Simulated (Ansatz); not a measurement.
# CH₆N₂O₂Si: a ladder of functionals and wavefunction methods

The task here is to estimate one member of a computed series from the others.

Computed with Ansatz 0.2.0, Gaussian basis. Level: functionals in def2-TZVPP, the program's frozen cores in correlated methods.

Plan: PBE-D4, r2SCAN-D4, PBE0-D4, B3LYP-D4, ωB97X-V, ωB97M-V, B2PLYP; CCSD(T)/def2-TZVPP; MP2/def2-QZVPP; extrapolation to the limit.

**The relaxed structure**

The geometry comes from an earlier relaxation with PBE0-D4 in a triple-zeta def2 set; it is a stationary point, not always the lowest conformer.

SMILES `N=C(O)[SiH](N)O`, 12 atoms, charge 0, spin multiplicity 1.

Atoms are counted from 1 here; the program's logs count them from 0.

Bond lengths: N1–C2 1.264 Å, N1–H7 1.017 Å, C2–O3 1.354 Å, C2–Si4 1.901 Å, O3–H8 0.970 Å, Si4–N5 1.700 Å, Si4–O6 1.642 Å, Si4–H9 1.483 Å, N5–H10 1.007 Å, N5–H11 1.006 Å, O6–H12 0.960 Å. Angles: C2–N1–H7 110.4°, N1–C2–O3 119.3°, N1–C2–Si4 127.6°, O3–C2–Si4 113.1°, C2–O3–H8 106.8°, C2–Si4–N5 107.7°, C2–Si4–O6 106.4°, C2–Si4–H9 110.6°, N5–Si4–O6 114.2°, N5–Si4–H9 106.0°, O6–Si4–H9 112.0°, Si4–N5–H10 121.7°, Si4–N5–H11 120.2°, H10–N5–H11 111.6°, Si4–O6–H12 115.3°.

Set-up of the first run:

in.yaml

```yaml
crystal:
  periodic: [false, false, false]
  atoms:
    - {symbol: N, position_ang: [0.864240, 1.786478, 0.558733]}
    - {symbol: C, position_ang: [0.048578, 0.845625, 0.775535]}
    - {symbol: O, position_ang: [-0.510369, 0.721620, 2.003046]}
    - {symbol: Si, position_ang: [-0.530288, -0.491813, -0.444519]}
    - {symbol: N, position_ang: [0.664542, -0.649774, -1.643244]}
    - {symbol: O, position_ang: [-0.778575, -1.851047, 0.442791]}
    - {symbol: H, position_ang: [1.203274, 1.748684, -0.399491]}
    - {symbol: H, position_ang: [-0.160340, 1.446159, 2.544823]}
    - {symbol: H, position_ang: [-1.760311, -0.056584, -1.149295]}
    - {symbol: H, position_ang: [1.578669, -1.018101, -1.434435]}
    - {symbol: H, position_ang: [0.402155, -0.829459, -2.597745]}
    - {symbol: H, position_ang: [-0.944574, -1.706885, 1.377600]}
basis:
  gaussian: {orbitals: def2-TZVPP}
hamiltonian: {xc: pbe, dispersion: d4}
output: {forces: true, orbitals: {seedname: orbitals}}
```

Started as:

```bash
> ansatz run in.yaml --threads 4 --pin off --events-out ev --progress --plain --max-ram 10444MiB
```

Steps of the session up to this table: PBE-D4 (GGA); r2SCAN-D4 (meta-GGA); PBE0-D4 (hybrid); B3LYP-D4 (hybrid); ωB97X-V (range-separated); ωB97M-V (range-separated); B2PLYP (double hybrid); CCSD(T) in def2-TZVPP; MP2 in def2-QZVPP.

One of the session's tables, all rows but one given; the rest of the session is left out.

It belongs to the step «Atomisation energies». 

```
            method  atomisation energy (kJ/mol)
            PBE-D4                       4755.3
         r2SCAN-D4                       4618.1
           PBE0-D4                            ?
          B3LYP-D4                       4632.4
           ωB97X-V                       4646.0
           ωB97M-V                       4652.2
            B2PLYP                       4577.4
     HF/def2-TZVPP                       3076.6
    MP2/def2-TZVPP                       4585.5
   CCSD/def2-TZVPP                       4382.3
CCSD(T)/def2-TZVPP                       4472.0
           MP2/CBS                       4746.5
       CCSD(T)/CBS                       4633.0
```

Estimate the missing values for PBE0-D4.

**Answer.** atomisation energy (kJ/mol): 4610.9. In the column «atomisation energy (kJ/mol)» it lies between MP2/def2-TZVPP (4585.5) and r2SCAN-D4 (4618.1).

Caveats from the session: Free atoms (2 N, 1 C, 2 O, 1 Si, 6 H) were run apart at each level; the atomisation energy is their sum less the molecule, without zero-point or spin-orbit terms.
